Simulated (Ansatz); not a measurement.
# BGeH₆N: basis-set convergence

How large a basis does BGeH₆N need? Two functionals are run in growing sets.

Method: one geometry, several basis sets; program: Ansatz 0.2.0, Gaussian basis.

The runs, in order: PBE0-D4/def2-SVP; ωB97M-V/def2-SVP; PBE0-D4/def2-QZVPP; ωB97M-V/def2-QZVPP; the functionals' def2-TZVPP values are taken from earlier runs.

## (1) Structure used throughout

An earlier PBE0-D4 in a triple-zeta def2 set relaxation fixed the geometry.

SMILES `N[BH][GeH3]`, 9 atoms, charge 0, spin multiplicity 1.

Atoms are counted from 1 here; the program's logs count them from 0.

Bond lengths: N1–B2 1.384 Å, N1–H4 1.007 Å, N1–H5 1.007 Å, B2–Ge3 2.064 Å, B2–H6 1.198 Å, Ge3–H7 1.542 Å, Ge3–H8 1.546 Å, Ge3–H9 1.542 Å. Angles: B2–N1–H4 123.6°, B2–N1–H5 123.0°, H4–N1–H5 113.4°, N1–B2–Ge3 120.3°, N1–B2–H6 118.1°, Ge3–B2–H6 121.6°, B2–Ge3–H7 112.0°, B2–Ge3–H8 112.0°, B2–Ge3–H9 112.0°, H7–Ge3–H8 106.9°, H7–Ge3–H9 106.5°, H8–Ge3–H9 107.0°.

## (2) PBE0-D4 in def2-SVP

The input, in.yaml:

```yaml
crystal:
  periodic: [false, false, false]
  atoms:
    - {symbol: N, position_ang: [-0.792922, 0.760436, -1.227037]}
    - {symbol: B, position_ang: [0.071750, 0.820247, -0.147974]}
    - {symbol: Ge, position_ang: [0.539164, -0.889142, 0.909644]}
    - {symbol: H, position_ang: [-1.228119, -0.089443, -1.546536]}
    - {symbol: H, position_ang: [-1.048175, 1.568975, -1.771109]}
    - {symbol: H, position_ang: [0.533225, 1.885914, 0.145945]}
    - {symbol: H, position_ang: [2.049907, -1.194032, 0.876143]}
    - {symbol: H, position_ang: [-0.184531, -2.134678, 0.347449]}
    - {symbol: H, position_ang: [0.148302, -0.774678, 2.396373]}
basis:
  gaussian: {orbitals: def2-SVP}
hamiltonian: {xc: pbe0, dispersion: d4}
output: {orbitals: {seedname: orbitals}}
```

Started as:

```bash
$ ansatz run in.yaml --threads 2 --pin off --events-out ev --progress --plain --max-ram 4352MiB
```

After this run come: ωB97M-V in def2-SVP; PBE0-D4 in def2-QZVPP; ωB97M-V in def2-QZVPP.

Q: Predict the results of all the runs planned. Wanted: PBE0-D4: double and triple zeta above quadruple; ωB97M-V: double and triple zeta above quadruple.

**Answer**, as computed:

| quantity | value |
| --- | --- |
| PBE0-D4: double and triple zeta above quadruple | 11.03, 1.36 eV |
| ωB97M-V: double and triple zeta above quadruple | 11.13, 1.33 eV |

**Reading.** PBE0-D4 gains 9.67 eV from double to triple zeta, then 1.36 eV more. These are total energies; as a rule much of such shifts cancels in differences, which this series doesn't test.
